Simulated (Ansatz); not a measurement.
# LuVO4: relaxation and properties

This session takes LuVO4 and sets out to find the equilibrium cell and compute bands, density of states and charges.

Method: DFT PBEsol, scalar-relativistic, plane waves, PAW, in Ansatz 0.2.0.

## (1) Starting point

Symmetry: I4_1/a, No. 88, tetragonal system. The conventional cell has a = 4.938 Å, b = 4.938 Å, c = 10.878 Å, α = 90.00°, β = 90.00°, γ = 90.00°. Lu (site symmetry -4) is surrounded by 8 O at 2.27 to 2.31 Å. V (site symmetry -4) has 4 O at 1.73 Å as nearest neighbours. O (site symmetry 1) has 1 V at 1.73 Å and 2 Lu at 2.27 to 2.31 Å as nearest neighbours.

As a file:

```cif
data_structure
_symmetry_space_group_name_H-M 'I4_1/a:1'
_symmetry_Int_Tables_number 88
_cell_length_a 4.9385
_cell_length_b 4.9385
_cell_length_c 10.8784
_cell_angle_alpha 90.000
_cell_angle_beta 90.000
_cell_angle_gamma 90.000
_cell_volume 265.31
loop_
_atom_site_label
_atom_site_type_symbol
_atom_site_symmetry_multiplicity
_atom_site_Wyckoff_symbol
_atom_site_fract_x
_atom_site_fract_y
_atom_site_fract_z
_atom_site_occupancy
Lu1 Lu 4 b 0.50000 0.50000 0.00000 1
V1 V 4 a 0.00000 0.00000 0.00000 1
O1 O 16 f 0.74139 0.84682 0.08184 1
```

Source of the structure: the Materials Project (structure only).

(A quick probe on a coarse mesh, which set the mesh and smearing, is not shown.)

## (3) Full relaxation

input.yaml reads:

```yaml
crystal:
  lattice:
    - [-2.4692367723, 2.4692367723, 5.4391946445]
    - [2.4692367723, -2.4692367723, 5.4391946445]
    - [2.4692367723, 2.4692367723, -5.4391946445]
  atoms:
    - { symbol: Lu, position: [0.5, 0.5, 0.0] }
    - { symbol: Lu, position: [0.25, 0.75, 0.5] }
    - { symbol: V, position: [0.0, 0.0, 0.0] }
    - { symbol: V, position: [0.75, 0.25, 0.5] }
    - { symbol: O, position: [0.92866402, 0.82322928, 0.58820936] }
    - { symbol: O, position: [0.57322928, 0.48501992, 0.39456526] }
    - { symbol: O, position: [0.09045466, 0.17866402, 0.60543474] }
    - { symbol: O, position: [0.23501992, 0.34045466, 0.41179064] }
    - { symbol: O, position: [0.51498008, 0.90954534, 0.08820936] }
    - { symbol: O, position: [0.65954534, 0.07133598, 0.89456526] }
    - { symbol: O, position: [0.17677072, 0.76498008, 0.10543474] }
    - { symbol: O, position: [0.82133598, 0.42677072, 0.91179064] }
basis:
  ecutwfc: 420
kpoints:
  mp_grid: { grid: [8, 8, 8] }
hamiltonian:
  xc: pbesol
scf:
  occupations: { method: gaussian, width: 0.02 }
output:
  forces: true
  stress: true
  eigenvalues: true
  write_density: true
  write_potential: true
  elf: true
  volumetric_format: npy
relax:
  adjacent_minimum: "off"
  f_tol: 0.005
  max_steps: 80
  cell: { stress_tol: 0.05 }
```

On the command line:

```bash
$ ansatz run input.yaml --threads 4 --pin off --max-ram 10240MiB --backend cpu --events-out ev --progress --plain --runs-dir out
```

The session goes on with these runs: static run: bands, density of states and charges.

Q: Predict the outcome of this session. Wanted: relaxed cell; volume; gap.

As calculated:

| quantity | value |
| --- | --- |
| relaxed cell (conventional) | a = 4.954 Å, b = 4.954 Å, c = 10.939 Å, α = 90.00°, β = 90.00°, γ = 90.00° |
| space group (0.01 Å) | I4_1/a (No. 88) |
| volume | 11.18 Å³/atom |
| gap | 2.55 eV, direct on the path |

Relaxation raised the volume by 1.2 %. It has a gap of 2.55 eV, with the valence top at Γ and the conduction bottom at Γ on the path. Of the projected weight, the top eV of the valence band is O 2p (89 %), and the lowest eV of the conduction band V 3d (69 %) and O 2p (24 %). Spin-orbit coupling is left out, which matters for the bands of Lu.

These are semilocal Kohn-Sham gaps, which aren't the measured quantity. Such gaps usually fall short of the measured ones. No run allows spin polarisation, though the cell holds V.
